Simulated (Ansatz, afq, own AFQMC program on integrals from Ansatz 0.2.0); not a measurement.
# H₂Br (doublet): AFQMC on the coupled-cluster ladder at distance Br1–H2 along a hydrogen transfer = 1.421 Å, cc-pVTZ

How near does AFQMC come to the top of the ladder for H₂Br (doublet)?

Method: cc-pVTZ, frozen cores; program: Ansatz 0.2.0, Gaussian basis, and an in-house AFQMC program (afq) on its integrals; all values are calculated.

Plan: PBE (unrestricted); r2SCAN (unrestricted); PBE0 (unrestricted); B3LYP (unrestricted); CCSD(T) on UHF; wB97M-V (unrestricted); B2PLYP (unrestricted); CCSDT(Q) on UHF; Phaseless AFQMC, CISD trial on UHF.

## Step 1: What is computed

The geometry derives from fragments relaxed apart (PBE0/def2-TZVP) and kept rigid, so it is no stationary point. A hydrogen atom is moved between rigid fragments. No spin-orbit coupling is included. The filled d shell of Br may be among the frozen orbitals whatever the setting's name suggests; the logs give the count.

3 atoms, charge 0, spin multiplicity 2.

Atoms are counted from 1 here; the program's logs count them from 0.

Bond lengths: Br1–H2 1.421 Å.

## Step 2: PBE (unrestricted)

The input, in.yaml:

```yaml
crystal:
  periodic: [false, false, false]
  atoms:
    - {symbol: Br, position_ang: [0.000000, 0.000000, -1.286867]}
    - {symbol: H, position_ang: [0.000000, 0.000000, 0.133733]}
    - {symbol: H, position_ang: [0.000000, 0.000000, 1.153133]}
basis:
  gaussian: {orbitals: cc-pVTZ}
magnetization: {spin_polarized: true, initial_magnetization: 1}
hamiltonian: {xc: {name: PBE}}
output: {orbitals: {seedname: orbitals}}
```

Started as:

```
$ ansatz run in.yaml --threads 1 --pin off --events-out ev --progress --plain --max-ram 8192MiB --backend cpu
```

The log of the run:

```text
Functional definition: PBE
  name "PBE"
  cite "Perdew, Burke & Ernzerhof, Phys. Rev. Lett. 77, 3865 (1996) doi:10.1103/PhysRevLett.77.3865"
  parent pbe
  parameter kappa = 0.804
  parameter beta = 0.06672455060314922
  exchange = pbe_x(kappa = kappa, mu = beta*pi^2/3)
  correlation = pbe_c(beta = beta)
494 factors; their error is unknown
mean field evaluation 1: about -70066.5914 eV, gradient 8.0e0 eV
mean field evaluation 2: about -70066.6601 eV, gradient 7.5e0 eV
mean field evaluation 4: about -70066.9957 eV, gradient 6.3e-1 eV
mean field evaluation 8: about -70066.9923 eV, gradient 1.4e-2 eV
mean field -70066.99234915 eV, -2574.9144757181 hartree, gradient 1.4e-5 eV, S^2 0.753820; 0 other end points of the search recorded, 0 dependent functions left out
reference -70066.99237667 eV, -2574.9144767294 hartree; 19, 18 occupied and 52, 53 virtual orbitals, 494 factors
Total energy: -70066.99237667 eV, -2574.9144767294 hartree
```

Run time: 1 s. Hardware: 1 thread of AMD EPYC 7R13 (Zen 3), shared host; peak memory 0.73 GiB.

From the report: ⟨S²⟩ of the determinant 0.754 (pure doublet: 0.75).

## Step 3: r2SCAN (unrestricted)

Changes to in.yaml since step 2:

```diff
@@ -9,3 +9,2 @@
 magnetization: {spin_polarized: true, initial_magnetization: 1}
-hamiltonian: {xc: {name: PBE}}
-output: {orbitals: {seedname: orbitals}}
+hamiltonian: {xc: {name: r2SCAN}}
```

The command is unchanged.

The log of the run:

```text
Functional definition: r2SCAN
  name "r2SCAN"
  cite "Furness, Kaplan, Ning, Perdew & Sun, J. Phys. Chem. Lett. 11, 8208 (2020) doi:10.1021/acs.jpclett.0c02405"
  cite "Furness, Kaplan, Ning, Perdew & Sun, J. Phys. Chem. Lett. 11, 9248 (2020) doi:10.1021/acs.jpclett.0c03077"
  parent r2scan
  parameter k0 = 0.174
  parameter k1 = 0.065
  parameter a1 = 4.9479
  exchange = r2scan_x(k0 = k0, k1 = k1, a1 = a1)
  correlation = r2scan_c
494 factors; their error is unknown
mean field evaluation 1: about -70076.8803 eV, gradient 6.6e0 eV
mean field evaluation 2: about -70077.0521 eV, gradient 5.3e0 eV
mean field evaluation 4: about -70077.2240 eV, gradient 5.9e-1 eV
mean field evaluation 8: about -70077.2200 eV, gradient 1.7e-2 eV
mean field -70077.21996009 eV, -2575.2903334876 hartree, gradient 3.3e-5 eV, S^2 0.756581; 0 other end points of the search recorded, 0 dependent functions left out
reference -70077.21996890 eV, -2575.2903338112 hartree; 19, 18 occupied and 52, 53 virtual orbitals, 494 factors
Total energy: -70077.21996890 eV, -2575.2903338112 hartree
```

Wall time 2 s (1 thread of AMD EPYC 7R13 (Zen 3), shared host); peak memory 0.73 GiB.

From the report: ⟨S²⟩ of the determinant 0.757 (pure doublet: 0.75).

## Step 4: PBE0 (unrestricted)

Changes to in.yaml since step 3:

```diff
@@ -9,2 +9,3 @@
 magnetization: {spin_polarized: true, initial_magnetization: 1}
-hamiltonian: {xc: {name: r2SCAN}}
+hamiltonian: {xc: {name: PBE0}}
+output: {orbitals: {seedname: orbitals}}
```

The command is unchanged.

The log of the run:

```text
Functional definition: PBE0
  name "PBE0"
  cite "Adamo & Barone, J. Chem. Phys. 110, 6158 (1999) doi:10.1063/1.478522"
  cite "Perdew, Burke & Ernzerhof, Phys. Rev. Lett. 77, 3865 (1996) doi:10.1103/PhysRevLett.77.3865"
  parent pbe
  parameter a = 0.25
  parameter kappa = 0.804
  parameter beta = 0.06672455060314922
  exchange = (1 - a)*pbe_x(kappa = kappa, mu = beta*pi^2/3) + a*exact_x
  correlation = pbe_c(beta = beta)
533 factors; their error is unknown
mean field evaluation 1: about -70068.9791 eV, gradient 4.9e0 eV
mean field evaluation 2: about -70069.1553 eV, gradient 2.4e0 eV
mean field evaluation 4: about -70069.2013 eV, gradient 2.8e-1 eV
mean field evaluation 8: about -70069.4258 eV, gradient 1.7e-2 eV
mean field -70069.42580193 eV, -2575.0039034584 hartree, gradient 5.4e-5 eV, S^2 0.757213; 0 other end points of the search recorded, 0 dependent functions left out
reference -70069.42582310 eV, -2575.0039042364 hartree; 19, 18 occupied and 52, 53 virtual orbitals, 533 factors
Total energy: -70069.42582310 eV, -2575.0039042364 hartree
```

It took 1.1 s on 1 thread of AMD EPYC 7R13 (Zen 3), shared host; peak memory 0.73 GiB.

From the report: ⟨S²⟩ of the determinant 0.757 (pure doublet: 0.75).

## Step 5: B3LYP (unrestricted)

Changes to in.yaml since step 4:

```diff
@@ -9,3 +9,2 @@
 magnetization: {spin_polarized: true, initial_magnetization: 1}
-hamiltonian: {xc: {name: PBE0}}
-output: {orbitals: {seedname: orbitals}}
+hamiltonian: {xc: {name: B3LYP}}
```

Same command.

The log of the run:

```text
Functional definition: B3LYP
  name "B3LYP"
  cite "Stephens, Devlin, Chabalowski & Frisch, J. Phys. Chem. 98, 11623 (1994) doi:10.1021/j100096a001"
  cite "Becke, Phys. Rev. A 38, 3098 (1988) doi:10.1103/PhysRevA.38.3098"
  cite "Lee, Yang & Parr, Phys. Rev. B 37, 785 (1988) doi:10.1103/PhysRevB.37.785"
  cite "Vosko, Wilk & Nusair, Can. J. Phys. 58, 1200 (1980) doi:10.1139/p80-159"
  parameter a0 = 0.2
  parameter ax = 0.72
  parameter ac = 0.81
  exchange = (1 - a0 - ax)*slater_x + ax*b88_x + a0*exact_x
  correlation = (1 - ac)*vwn_rpa_c + ac*lyp_c
524 factors; their error is unknown
mean field evaluation 1: about -70078.1326 eV, gradient 5.5e0 eV
mean field evaluation 2: about -70078.2936 eV, gradient 3.2e0 eV
mean field evaluation 4: about -70078.3590 eV, gradient 2.7e-1 eV
mean field evaluation 8: about -70078.5375 eV, gradient 1.3e-2 eV
mean field -70078.53750204 eV, -2575.3387522611 hartree, gradient 3.0e-5 eV, S^2 0.755705; 0 other end points of the search recorded, 0 dependent functions left out
reference -70078.53768088 eV, -2575.3387588333 hartree; 19, 18 occupied and 52, 53 virtual orbitals, 524 factors
Total energy: -70078.53768088 eV, -2575.3387588333 hartree
```

It took 1 s on 1 thread of AMD EPYC 7R13 (Zen 3), shared host; peak memory 0.73 GiB.

From the report: ⟨S²⟩ of the determinant 0.756 (pure doublet: 0.75).

## Step 6: CCSD(T) on UHF

Changes to in.yaml since step 5:

```diff
@@ -9,2 +9,2 @@
 magnetization: {spin_polarized: true, initial_magnetization: 1}
-hamiltonian: {xc: {name: B3LYP}}
+correlation: {method: ccsd_t, electrons: outside_noble_gas, hamiltonian_folder: ham}
```

Started as:

```
$ ansatz run in.yaml --threads 1 --pin off --events-out ev --progress --plain --max-ram 24576MiB --backend cuda --devices 0, --max-vram 18GiB
```

The log of the run, shortened:

```text
Functional definition: HF
  name "HF"
  cite "Fock, Z. Phys. 61, 126 (1930) doi:10.1007/BF01340294"
  parent pbe
[...]
429 factors; integrals over basis functions are off by at most 1.3e-3 eV
[...]
mean field -70029.26523904 eV, -2573.5280299939 hartree, gradient 6.4e-6 eV, S^2 0.775251; 1 other end points of the search recorded, 0 dependent functions left out
determinant -70029.26523904 eV, -2573.5280299939 hartree, with singles and doubles -70034.84948641 eV, -2573.7332472996 hartree
determinant -70026.48585426 eV, -2573.4258894872 hartree, with singles and doubles -70032.16268357 eV, -2573.6345091163 hartree
14 core orbitals not correlated: weight in the atoms' cores, before any rotation towards them, 1.000 or more for the frozen orbitals, at most 0.000 for the correlated occupied ones
reference -70029.26523904 eV, -2573.5280299939 hartree; 5, 4 occupied and 52, 53 virtual orbitals, 429 factors
second order -4.96083830 eV of doubles, -0.00000000 eV of singles
cycle   1  -5.55022384 eV  change   -2.5e-1 eV  update   1.2e-2
[...]
cycle   8  -5.55995000 eV  change   -4.2e-6 eV  update   8.4e-6
perturbative correction -0.19124766 eV, -0.0070282218 hartree
Total energy: -70035.01643670 eV, -2573.7393826096 hartree
```

Run time: 6 s. Hardware: 1 × NVIDIA H100 80GB HBM3 with 1 thread of AMD EPYC 7R13 (Zen 3), shared host; peak host memory 0.8 GiB.

From the report: ⟨S²⟩ of the determinant 0.775 (pure doublet: 0.75); correlation -5.7512 eV; T1 0.013; largest double amplitude 0.06.

This run also writes the integrals to the folder ham.

## Step 7: wB97M-V (unrestricted)

Changes to in.yaml since step 6:

```diff
@@ -9,2 +9,3 @@
 magnetization: {spin_polarized: true, initial_magnetization: 1}
-correlation: {method: ccsd_t, electrons: outside_noble_gas, hamiltonian_folder: ham}
+hamiltonian: {xc: {name: wB97M-V}}
+output: {orbitals: {seedname: orbitals}}
```

Started as:

```
$ ansatz run in.yaml --threads 1 --pin off --events-out ev --progress --plain --max-ram 8192MiB --backend cpu
```

The log of the run, shortened:

```text
Functional definition: wB97M-V
  name "wB97M-V"
  cite "Mardirossian & Head-Gordon, J. Chem. Phys. 144, 214110 (2016) doi:10.1063/1.4952647"
  cite "Becke, J. Chem. Phys. 107, 8554 (1997) doi:10.1063/1.475007"
  cite "Vydrov & Van Voorhis, J. Chem. Phys. 133, 244103 (2010) doi:10.1063/1.3521275"
  # Of w^i u^j: cxij and so on, Table III.
[...]
  gx(w, u) = 1 - cx + cx01*u + cx10*w
  gss(w, u) = css00 + css04*u^4 + css10*w + css20*w^2 + css43*w^4*u^3
  gos(w, u) = cos00 + cos10*w + (cos20 + cos21*u)*w^2 + (cos60 + cos61*u)*w^6
[...]
      + integral(e_c_pw_mod_opposite_spin*gos(b97_w_opposite, b97_u_opposite)) + vv10(b, c)
516 factors; their error is unknown
93 factors; integrals over basis functions are off by at most 4.6e-5 eV
[...]
mean field -70073.20103720 eV, -2575.1426407957 hartree, gradient 2.6e-5 eV, S^2 0.756082; 0 other end points of the search recorded, 0 dependent functions left out
reference -70073.20106615 eV, -2575.1426418595 hartree; 19, 18 occupied and 52, 53 virtual orbitals, 516 factors
Total energy: -70073.20106615 eV, -2575.1426418595 hartree
```

It took 4.2 s on 1 thread of AMD EPYC 7R13 (Zen 3), shared host; peak memory 0.73 GiB.

From the report: ⟨S²⟩ of the determinant 0.756 (pure doublet: 0.75).

## Step 8: B2PLYP (unrestricted)

Changes to in.yaml since step 7:

```diff
@@ -9,3 +9,3 @@
 magnetization: {spin_polarized: true, initial_magnetization: 1}
-hamiltonian: {xc: {name: wB97M-V}}
-output: {orbitals: {seedname: orbitals}}
+hamiltonian: {xc: {name: B2PLYP}}
+correlation: {electrons: outside_noble_gas}
```

Launched as before.

The log of the run, shortened:

```text
Functional definition: B2PLYP
  name "B2PLYP"
  cite "Grimme, J. Chem. Phys. 124, 034108 (2006) doi:10.1063/1.2148954"
  cite "Becke, Phys. Rev. A 38, 3098 (1988) doi:10.1103/PhysRevA.38.3098"
  cite "Lee, Yang & Parr, Phys. Rev. B 37, 785 (1988) doi:10.1103/PhysRevB.37.785"
[...]
429 factors; integrals over basis functions are off by at most 1.3e-3 eV
[...]
mean field -70064.43018982 eV, -2574.8203180993 hartree, gradient 2.3e-6 eV, S^2 0.762326; 0 other end points of the search recorded, 0 dependent functions left out
14 core orbitals not correlated: weight in the atoms' cores, before any rotation towards them, 1.000 or more for the frozen orbitals, at most 0.000 for the correlated occupied ones
reference -70064.43030475 eV, -2574.8203223231 hartree; 5, 4 occupied and 52, 53 virtual orbitals, 429 factors
second order -6.03740918 eV of doubles, -0.00000000 eV of singles
Total energy: -70066.06040523 eV, -2574.8802274107 hartree
```

It took 1.6 s on 1 thread of AMD EPYC 7R13 (Zen 3), shared host; peak memory 0.73 GiB.

From the report: ⟨S²⟩ of the determinant 0.762 (pure doublet: 0.75).

## Step 9: CCSDT(Q) on UHF

Changes to in.yaml since step 8:

```diff
@@ -9,3 +9,2 @@
 magnetization: {spin_polarized: true, initial_magnetization: 1}
-hamiltonian: {xc: {name: B2PLYP}}
-correlation: {electrons: outside_noble_gas}
+correlation: {method: ccsdt_q, electrons: outside_noble_gas}
```

Started as:

```
$ ansatz run in.yaml --threads 1 --pin off --events-out ev --progress --plain --max-ram 24576MiB --backend cuda --devices 0, --max-vram 18GiB
```

The log of the run, shortened:

```text
Functional definition: HF
  name "HF"
  cite "Fock, Z. Phys. 61, 126 (1930) doi:10.1007/BF01340294"
  parent pbe
[...]
754 factors; integrals over basis functions are off by at most 2.3e-7 eV
[...]
mean field -70029.26524389 eV, -2573.5280301721 hartree, gradient 6.9e-6 eV, S^2 0.775251; 1 other end points of the search recorded, 0 dependent functions left out
determinant -70029.26524389 eV, -2573.5280301721 hartree, with singles and doubles -70034.84951426 eV, -2573.7332483230 hartree
determinant -70026.48585490 eV, -2573.4258895107 hartree, with singles and doubles -70032.16272051 eV, -2573.6345104737 hartree
14 core orbitals not correlated: weight in the atoms' cores, before any rotation towards them, 1.000 or more for the frozen orbitals, at most 0.000 for the correlated occupied ones
reference -70029.26524389 eV, -2573.5280301721 hartree; 5, 4 occupied and 52, 53 virtual orbitals, 754 factors
second order -4.96086555 eV of doubles, -0.00000000 eV of singles
cycle   1  -5.38567534 eV  change   -4.2e-1 eV  update   5.8e-2
[...]
cycle  14  -5.76776078 eV  change   -8.4e-7 eV  update   4.1e-7
perturbative correction -0.00693358 eV, -0.0002548045 hartree
Total energy: -70035.03993825 eV, -2573.7402462756 hartree
```

Wall time 11 s (1 × NVIDIA H100 80GB HBM3 with 1 thread of AMD EPYC 7R13 (Zen 3), shared host); peak host memory 0.84 GiB.

From the report: ⟨S²⟩ of the determinant 0.775 (pure doublet: 0.75); correlation -5.7747 eV; T1 0.014; largest double amplitude 0.06.

## Step 10: Phaseless AFQMC, CISD trial on UHF

It reads the integrals that the CCSD(T) run on this determinant wrote.

Started as:

```
$ afq ham --method phaseless --trial cisd --walkers 4000 --populations 20 --least-time 60 --time-step 0.005 --steps-per-block 50 --equilibration-blocks 28 --max-blocks 4000 --target-error 0.00018 --factor-cut 1e-05 --start spin_pure --seed 6656 --release-times 0.24,0.51,0.99,1.62,2.4 --release-step 0.03 --release-every 3 --taylor-order 6
```

The log of the run:

```text
orbitals 57  electrons 5 4  factors 369 of 429
reference energy -2573.52802999 Eh
CCSD correlation -0.20432450 Eh in 10 cycles, weight of the determinant in the CISD state 0.9127
energy of the start -2573.731686 Eh
 block  time / (1/Eh)  mean weight  energy / Eh
     1     0.250  0.9998  -2573.730933
     2     0.500  1.0000  -2573.733104
     3     0.750  0.9997  -2573.735102
     4     1.000  0.9997  -2573.736710
     5     1.250  1.0000  -2573.737892
     6     1.500  1.0004  -2573.738267
     7     1.750  0.9999  -2573.738950
     8     2.000  0.9996  -2573.739580
     9     2.250  0.9997  -2573.739762
    10     2.500  1.0001  -2573.740135
    11     2.750  0.9997  -2573.740271
    12     3.000  1.0002  -2573.739969
    13     3.250  1.0001  -2573.740167
    14     3.500  1.0000  -2573.740583
    15     3.750  1.0000  -2573.739920
    16     4.000  1.0003  -2573.740158
    17     4.250  1.0001  -2573.739951
    18     4.500  0.9999  -2573.740299
    19     4.750  1.0002  -2573.739911
    20     5.000  0.9998  -2573.740262
    21     5.250  1.0001  -2573.740342
    22     5.500  0.9999  -2573.740309
    23     5.750  0.9998  -2573.740262
    24     6.000  1.0000  -2573.740078
    25     6.250  1.0000  -2573.739966
    26     6.500  1.0000  -2573.740295
    27     6.750  0.9999  -2573.740792
    28     7.000  1.0004  -2573.740689
    29     7.250  0.9997  -2573.740804
    30     7.500  1.0002  -2573.740484
    31     7.750  1.0000  -2573.740760
    32     8.000  0.9999  -2573.740384
    33     8.250  1.0000  -2573.740041
    34     8.500  1.0001  -2573.740352
    35     8.750  0.9998  -2573.739964
    36     9.000  1.0001  -2573.740250
    37     9.250  1.0001  -2573.740302
    38     9.500  1.0000  -2573.739938
    39     9.750  1.0001  -2573.740125
    40    10.000  1.0000  -2573.739982
    41    10.250  1.0001  -2573.740415
    42    10.500  0.9998  -2573.740267
    43    10.750  1.0000  -2573.740096
    44    11.000  0.9997  -2573.740215
    45    11.250  0.9999  -2573.740431
    46    11.500  1.0004  -2573.739978
    47    11.750  0.9999  -2573.740400
    48    12.000  0.9998  -2573.740317
    49    12.250  1.0000  -2573.740042
    50    12.500  1.0001  -2573.739897
    51    12.750  1.0000  -2573.739439
    52    13.000  1.0003  -2573.739615
    53    13.250  1.0000  -2573.739879
    54    13.500  1.0001  -2573.739991
    55    13.750  1.0001  -2573.739876
    56    14.000  1.0000  -2573.739812
    57    14.250  1.0002  -2573.740087
    58    14.500  0.9999  -2573.739929
    59    14.750  0.9998  -2573.739855
    60    15.000  0.9998  -2573.739927
    61    15.250  1.0001  -2573.740246
    62    15.500  0.9998  -2573.740157
    63    15.750  1.0001  -2573.740529
    64    16.000  1.0002  -2573.740391
    65    16.250  0.9998  -2573.740123
    66    16.500  0.9999  -2573.739956
    67    16.750  1.0000  -2573.739515
    68    17.000  1.0003  -2573.739746
    69    17.250  1.0007  -2573.739537
    70    17.500  1.0002  -2573.739799
    71    17.750  0.9999  -2573.741528
    72    18.000  0.9998  -2573.739776
    73    18.250  1.0002  -2573.740157
    74    18.500  1.0002  -2573.740204
    75    18.750  1.0000  -2573.740433
    76    19.000  1.0003  -2573.740324
    77    19.250  0.9999  -2573.740772
    78    19.500  1.0000  -2573.739855
error from the spread of 20 populations
released: time / (1/Eh)  energy / Eh  error  mean overlap
  0.24  -2573.740218  0.000064  0.9974
  0.51  -2573.740152  0.000067  0.9988
  0.99  -2573.740265  0.000077  0.9932
  1.62  -2573.740300  0.000064  0.9936
  2.40  -2573.740400  0.000090  0.9876
energy -2573.740138 +/- 0.000089 Eh
```

Run time: 70 s. Hardware: 1 × NVIDIA H100 80GB HBM3 with 2 threads of AMD EPYC 7R13 (Zen 3), shared host; peak host memory 1.5 GiB.

Energy -70035.0370 ± 0.0024 eV. Caveats: constraint bias not in the error.

## Step 11: All levels side by side

On the UHF determinant, counted from CCSDT(Q) (a yardstick, not exact):

```
                                                level  energy (eV)  from CCSDT(Q) (kcal/mol)  statistical error (kcal/mol)  time
                                                   HF  -70029.2652                   +133.17                                    
                                                  MP2  -70034.2261                    +18.77                                    
                                                 CCSD  -70034.8252                     +4.95                                    
                                              CCSD(T)  -70035.0164                     +0.54                                    
                                             CCSDT(Q)  -70035.0399                      0.00                                    
Phaseless AFQMC, CISD trial, step 0.005, 4000 walkers  -70035.0370                     +0.07                          0.06  70 s
```

The functionals' totals stand on their own zeros and serve differences with other points: PBE -70066.992 eV; r2SCAN -70077.220 eV; PBE0 -70069.426 eV; B3LYP -70078.538 eV; wB97M-V -70073.201 eV; B2PLYP -70066.060 eV.

## Step 12: What came out

```
                                        quantity                  value
                    CCSD(T) on UHF from CCSDT(Q)         +0.54 kcal/mol
Phaseless AFQMC, CISD trial on UHF from CCSDT(Q)  +0.07 ± 0.06 kcal/mol
```

On UHF the phaseless walk with the CISD trial lies +0.07 kcal/mol from CCSDT(Q), within three error bars. Error bars are statistical and leave out the constraint, the time step and what remains of the start.
